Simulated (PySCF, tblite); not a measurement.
**C₄H₇F₂OS radical: geometry, infrared bands and EPR parameters**

Wanted: the infrared bands and EPR parameters of C₄H₇F₂OS radical (`C[CH]OC(F)(F)CS`), by calculation.

Computed with tblite 0.8.0 and PySCF 2.14.0, with density-fitted response routines of our own, on a single molecule in the gas phase. Atoms count from 0, in the outputs and in this text.

**1. Starting geometry**

15 atoms, charge 0, multiplicity 2; geometry from: force field or distance geometry start.

Bonds of the start (Å): C0–C1 1.49, C1–O2 1.35, O2–C3 1.44, C3–F4 1.35, C3–F5 1.36, C3–C6 1.52, C6–S7 1.82, C0–H8 1.09, C0–H9 1.08, C0–H10 1.09, C1–H11 1.09, C6–H12 1.10, C6–H13 1.09, S7–H14 1.34.

**2. Geometry optimisation with GFN2-xTB**

What the job is given:

```
{"job": {"kind": "relax", "xc": "GFN2-xTB", "basis": "xTB"}, "charge": 0, "multiplicity": 2}
C      2.850800    -0.025100     0.135000
C      1.451500    -0.503200     0.311800
O      0.443200     0.389300     0.209400
C     -0.867200    -0.174300     0.381900
F     -1.041600    -1.171100    -0.518100
F     -0.930100    -0.743900     1.620400
C     -1.934400     0.895800     0.221200
S     -3.636900     0.262700     0.374000
H      2.866200     1.024400    -0.169800
H      3.342800    -0.615400    -0.628300
H      3.399600    -0.121200     1.068300
H      1.199900    -1.524700     0.597500
H     -1.803300     1.679600     0.985100
H     -1.832900     1.360200    -0.762700
H     -3.511800    -0.725000    -0.524100
```

Command:

```sh
> OMP_NUM_THREADS=1 python probes_run.py task.json out
```

One launch serves the whole session: the jobs run in the order shown.

Output:

```text
step      E/eV     max force
  0    -784.73149    3.146
  1    -784.87674    0.737
  2    -784.89497    0.353
  3    -784.90033    0.186
  4    -784.90605    0.189
  5    -784.90872    0.175
  6    -784.91044    0.095
  7    -784.91156    0.129
  8    -784.91296    0.162
  9    -784.91419    0.122
 10    -784.91521    0.073
 11    -784.91608    0.071
 12    -784.91708    0.099
 13    -784.91819    0.093
 14    -784.91911    0.071
 15    -784.91974    0.061
 16    -784.92023    0.078
 17    -784.92073    0.076
 18    -784.92121    0.049
 19    -784.92160    0.053
 20    -784.92193    0.045
 21    -784.92222    0.047
 22    -784.92250    0.048
 23    -784.92277    0.054
 24    -784.92310    0.056
 25    -784.92353    0.078
 26    -784.92403    0.072
 27    -784.92448    0.054
 28    -784.92478    0.050
 29    -784.92498    0.039
 30    -784.92513    0.036
 31    -784.92527    0.028
 32    -784.92537    0.025
 33    -784.92542    0.018
 34    -784.92546    0.018
 35    -784.92550    0.016
 36    -784.92554    0.018
 37    -784.92558    0.021
 38    -784.92562    0.017
 39    -784.92566    0.016
 40    -784.92570    0.020
 41    -784.92575    0.032
 42    -784.92581    0.035
 43    -784.92587    0.025
 44    -784.92592    0.023
 45    -784.92597    0.021
 46    -784.92604    0.033
 47    -784.92613    0.036
 48    -784.92625    0.032
 49    -784.92637    0.031
 50    -784.92651    0.033
 51    -784.92663    0.041
 52    -784.92670    0.029
 53    -784.92674    0.017
 54    -784.92677    0.017
 55    -784.92679    0.021
 56    -784.92683    0.019
 57    -784.92686    0.013
 58    -784.92689    0.017
 59    -784.92694    0.028
 60    -784.92703    0.038
 61    -784.92713    0.035
 62    -784.92722    0.021
 63    -784.92728    0.017
 64    -784.92733    0.024
 65    -784.92741    0.033
 66    -784.92753    0.034
 67    -784.92770    0.031
 68    -784.92785    0.038
 69    -784.92800    0.038
 70    -784.92815    0.038
 71    -784.92830    0.044
 72    -784.92843    0.044
 73    -784.92865    0.040
 74    -784.92894    0.050
 75    -784.92907    0.037
 76    -784.92932    0.034
 77    -784.92960    0.032
 78    -784.92993    0.056
 79    -784.93042    0.083
 80    -784.93065    0.071
 81    -784.93118    0.042
 82    -784.93139    0.042
 83    -784.93153    0.038
 84    -784.93165    0.026
 85    -784.93171    0.020
 86    -784.93177    0.016
 87    -784.93180    0.010
 88    -784.93181    0.007
```

Wall time 0.51 s (1 thread of Arm Neoverse V1, shared host).

Relaxation path: (not every step is listed)

```csv
step,energy from step 0 (eV),largest force (eV/Å)
0,0.0000,3.1464
1,-0.1453,0.7366
2,-0.1635,0.3531
3,-0.1688,0.1861
4,-0.1746,0.1895
5,-0.1772,0.1749
6,-0.1789,0.0954
7,-0.1801,0.1293
8,-0.1815,0.1618
15,-0.1883,0.0609
22,-0.1910,0.0482
29,-0.1935,0.0387
36,-0.1940,0.0177
43,-0.1944,0.0245
50,-0.1950,0.0329
57,-0.1954,0.0135
64,-0.1958,0.0238
71,-0.1968,0.0437
78,-0.1984,0.0564
83,-0.2000,0.0380
84,-0.2002,0.0265
85,-0.2002,0.0201
86,-0.2003,0.0160
87,-0.2003,0.0102
88,-0.2003,0.0071
```

Close pairs (by a distance rule), those that changed most:

```csv
bond,before (Å),after (Å),change (Å)
O2–C3,1.437,1.343,-0.094
C1–O2,1.350,1.398,+0.047
C3–F4,1.354,1.375,+0.020
C0–C1,1.489,1.472,-0.017
C1–H11,1.090,1.075,-0.015
C6–H12,1.102,1.089,-0.014
C0–H10,1.087,1.097,+0.011
S7–H14,1.341,1.331,-0.009
```

The end geometry stands in the next job.

**3. Vibrational analysis with GFN2-xTB**

What the job is given:

```
{"job": {"kind": "ir", "xc": "GFN2-xTB", "basis": "xTB"}, "charge": 0, "multiplicity": 2}
C      2.798334     0.013428     0.176482
C      1.459418    -0.595960     0.125975
O      0.384102     0.296322     0.087067
C     -0.838873    -0.205450     0.321394
F     -1.138000    -1.206759    -0.571772
F     -0.891373    -0.836835     1.530076
C     -1.873301     0.907023     0.231190
S     -3.571067     0.327415     0.534261
H      2.787960     0.966887    -0.346222
H      3.526526    -0.651981    -0.283339
H      3.125476     0.198114     1.207665
H      1.253219    -1.599113     0.452935
H     -1.653475     1.646720     0.999213
H     -1.802291     1.362688    -0.756351
H     -3.571068    -0.614510    -0.406799
```

Output:

```text
mode    cm-1     km/mol
  1      40.5      0.93
  2      63.6      0.18
  3      84.8      2.97
  4     101.7      0.16
  5     135.7      1.89
  6     203.8      6.95
  7     208.7     49.16
  8     311.6      5.69
  9     325.5      5.33
 10     338.8     10.71
 11     402.1     19.16
 12     487.7     14.83
 13     492.1      4.70
 14     647.3     26.61
 15     733.6      8.88
 16     782.8     21.94
 17     813.6     45.76
 18     875.9     84.97
 19     940.4     18.78
 20     985.6    129.96
 21    1004.9      4.67
 22    1103.6    141.33
 23    1121.9     93.29
 24    1142.6     53.59
 25    1163.6     20.23
 26    1199.0    266.55
 27    1241.6    131.93
 28    1302.3     81.04
 29    1387.4     21.56
 30    1404.0      6.59
 31    1444.3      9.65
 32    1458.5      4.37
 33    2441.2     90.24
 34    2878.3     18.97
 35    2992.2      1.91
 36    3017.8     12.26
 37    3025.9      0.25
 38    3042.0     10.53
 39    3120.9     18.19
```

Run time: 0.48 s. Hardware: 1 thread of Arm Neoverse V1, shared host.

Which atoms move in the most intense modes:

```csv
cm⁻¹,km/mol,atoms
876,85.0,"C3 30 %, H14 27 %"
986,130.0,"H14 25 %, C3 23 %, C6 18 %, H13 17 %"
1104,141.3,"C3 50 %, O2 12 %, C6 11 %"
1122,93.3,"C3 20 %, O2 18 %, C1 17 %, H8 11 %"
1199,266.6,"O2 32 %, C3 17 %, H11 16 %, C1 16 %"
1242,131.9,"H12 27 %, C6 23 %, C3 22 %, H13 20 %"
1302,81.0,"H11 40 %, C1 40 %"
2441,90.2,H14 97 %
```

**4. g tensor and hyperfine couplings: B3LYP/pcH-1**

Settings changed since step 3:

```diff
@@ -1,2 +1,2 @@
-{"job": {"kind": "ir", "xc": "GFN2-xTB", "basis": "xTB"}, "charge": 0, "multiplicity": 2}
+{"job": {"kind": "epr", "basis": "pcH-1"}, "charge": 0, "multiplicity": 2}
 C      2.798334     0.013428     0.176482
```

With the program's defaults for keys left out, this is: UKS B3LYP, pcH-1 on C F H O S, non-relativistic, mean-field spin-orbit, GIAO.

Output:

```text
UKS, coarse grid
  cycle   1  E = -829.56552273  |g| = 6.77e-01
  cycle   2  E = -829.39541899  |g| = 1.02e+00
  cycle   3  E = -829.71643916  |g| = 5.89e-02
  cycle   4  E = -829.71736143  |g| = 3.71e-02
  cycle   5  E = -829.71797211  |g| = 7.50e-03
  cycle   6  E = -829.71799757  |g| = 3.92e-03
  cycle   7  E = -829.71800324  |g| = 1.32e-03
  cycle   8  E = -829.71800323  |g| = 6.88e-04
UKS, final grid
  cycle   1  E = -829.71800353  |g| = 1.00e-03
  cycle   2  E = -829.71800294  |g| = 1.69e-03
  cycle   3  E = -829.71800387  |g| = 9.91e-05
  cycle   4  E = -829.71800388  |g| = 2.86e-05
E = -829.71800388 Eh   <S^2> = 0.7535 (exact 0.7500)
g shifts (ppm)      1          2          3
  rmc          -179       -179       -179
  gc             -5         44         34
  oz_so         295       1013       1550
  total         110        878       1405
hyperfine (MHz)  atom isotope    a_iso     a_fc   dipolar eigenvalues
    0   13C     -26.85     -26.86     -2.23     -0.89      3.12
    1   13C     145.90     145.95    -84.38    -82.31    166.68
    2   17O     -16.52     -16.55    -41.30     19.41     21.89
    3   13C      -1.54      -1.54     -2.18      0.35      1.83
    4   19F       6.98       6.92    -15.47     -9.30     24.77
    5   19F       1.58       1.55    -14.15     -8.65     22.80
    6   13C      -1.68      -1.68     -0.53     -0.21      0.74
    7   33S       0.19       0.19     -0.09      0.02      0.07
    8    1H      24.65      24.64     -5.10     -4.52      9.62
    9    1H      44.06      44.05     -5.40     -4.95     10.35
   10    1H     148.93     148.93     -5.13     -2.87      8.00
   11    1H     -54.42     -54.45    -38.28     -1.52     39.79
   12    1H       1.60       1.61     -1.53     -1.40      2.93
   13    1H       1.22       1.22     -1.59     -1.45      3.04
   14    1H       0.14       0.14     -0.64     -0.64      1.28
```

Run time: 2.1 min. Hardware: 1 thread of Arm Neoverse V1, shared host; peak memory 0.97 GiB.

Principal g values 2.00243, 2.00320, 2.00372; g(iso) = 2.00312, against 2.00232 for a free electron.

Mean a(iso) over the nuclei that a row names, and the largest dipolar term of the row (other rows stand at the frozen geometry):

```csv
nuclei,isotope,a(iso) (MHz),"a(iso) (G, at g = 2.0023)",largest dipolar term (MHz)
C1,13C,145.9,52.1,166.7
"H8, H9, H10",1H,72.5,25.9,10.3
H11,1H,-54.4,-19.4,39.8
C0,13C,-26.9,-9.6,3.1
O2,17O,-16.5,-5.9,-41.3
"F4, F5",19F,4.3,1.5,24.8
C6,13C,-1.7,-0.6,0.7
C3,13C,-1.5,-0.6,-2.2
"H12, H13",1H,1.4,0.5,3.0
S7,33S,0.2,0.1,-0.1
H14,1H,0.1,0.1,1.3
```

Mulliken spin populations:

C0 -0.08; C1 0.96; O2 0.05; C3 0.00; F4 0.00; F5 0.00; C6 0.00; S7 0.00; H8 0.01; H9 0.01; H10 0.07; H11 -0.04; H12 0.00; H13 0.00; H14 0.00

In first order the couplings over 0.8 MHz of 1H, 19F give 72 distinct lines over 101.1 G, if the averaged nuclei exchange fast; the same motion can average rows kept apart here too.

The fields below are evaluated on a grid from the run's orbitals.

ELF in a plane through or near 7 of the atoms.

Ten even steps from ' ' (0.00) to '@' (0.99):
```
                                                        
                                                        
                                                        
                                  ....                  
                                --**++..                
              ::::..    ....    **@@%%==    --==--      
            ..--==::  ..++++..  **@@%%++..--##%%**--    
          ::++**++--  --%%%%--  ==**==++++##@@@@%%++..  
          ==####++==..==%%%%++::##==::%%##::==@@%%**..  
        ..==##++==##**++######--##%%**%%--##++**%%==..  
        ..==**++**%%****##****::--##==**--**==++**--    
        --++++====**++++::..------::  ==**====++--..    
        ::==--....++@@@@--  ..--::    ::**##**--..      
          ..      ##@@@@**              --==--..        
                  %%@@@@**              ......          
                  **@@@@==                              
                    ----                                
                                                        
                                                        
                                                        
```
The map spans 12.4 Å across and 8.2 Å up, centred on the molecule. Atoms in the plane (x, y in Å): C0 (-2.8, 0.2), C1 (-1.5, -0.5), O2 (-0.4, 0.3), C3 (0.8, -0.3), C6 (1.9, 0.8), S7 (3.6, 0.0), H11 (-1.4, -1.5).

On the surface of density 0.002 e/bohr³ the electrostatic potential runs, from the 1st to the 99th percentile, from -1.05 V near S7 to 1.14 V near H12.

The spin density lies nearest to C1 67 %; O2 10 %; H11 8 %.

**5. Summary of results**

```
                                                                  quantity                  value
                                 strongest single infrared mode (GFN2-xTB)  1199 cm⁻¹, 267 km/mol
                                              zero-point energy (GFN2-xTB)          63.6 kcal/mol
                                                            g(iso) (B3LYP)                2.00312
                                                                      ⟨S²⟩     0.754 (exact 0.75)
                                        largest a(iso) (averaged by class)   13C on C1, 145.9 MHz
potential on the surface of density 0.002 e/bohr³, 1st and 99th percentile     -1.05 V and 1.14 V
```

**Reading.** Relaxing lowered the energy by 0.200 eV in 88 steps; the close pair that moved most is O2–C3, from 1.437 to 1.343 Å. No mode is imaginary among the 39: a minimum at this level. The strongest single mode, at 1199 cm⁻¹, has its largest shares on O2, C3, H11 and C1 (the list is cut at 4 atoms). Unscaled tight-binding wavenumbers are off by several per cent, some by more. Its intensities can rank the bands wrongly. C1 carries the largest spin population, 0.96 e. The isotropic g lies 0.8 ppt above the free-electron value. These values are for one conformer; the search (at its own cheap level) found 2 more, at 0.44, 2.86 kcal/mol, and measured spectra average over such forms.
